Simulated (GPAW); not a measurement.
The system is MgH2.

```
Mg H
1.0
     4.47669    0.00000    0.00000
     0.00000    4.47669    0.00000
     0.00000    0.00000    2.99254
Mg H
2 4
Direct
  0.50000 0.50000 0.50000
  0.00000 0.00000 0.00000
  0.69557 0.69557 0.00000
  0.80443 0.19557 0.50000
  0.30443 0.30443 0.00000
  0.19557 0.80443 0.50000
```

The cell is a database's computed one.

Base run:

- Program: GPAW 26.7.0
- Functional: GLLB-SC
- Potentials or basis: the program's PAW data sets (release 1.2.1) made for this functional
- Cutoff: 800 eV
- Basis: pw
- k mesh: 5 × 5 × 7
- Occupations: fermi-dirac, width 0.05 eV
- Spin: no spin polarisation

Its results: band gap on the k mesh, kohn-sham part alone 5.11 eV, indirect (least direct gap 5.79 eV).

The run is repeated on the same cell with these changes: functional from GLLB-SC to LDA. What comes out?

Band gap on the k mesh 3.64 eV, indirect (least direct gap 4.53 eV).

Caveats: a model potential gives levels but no total energy (some runs); an odd mesh through Γ misses points on the zone boundary, where band edges often lie (some runs); the mesh misses the band edges, which the band path finds closer together (some runs).

Not every run made on this cell is shown here.
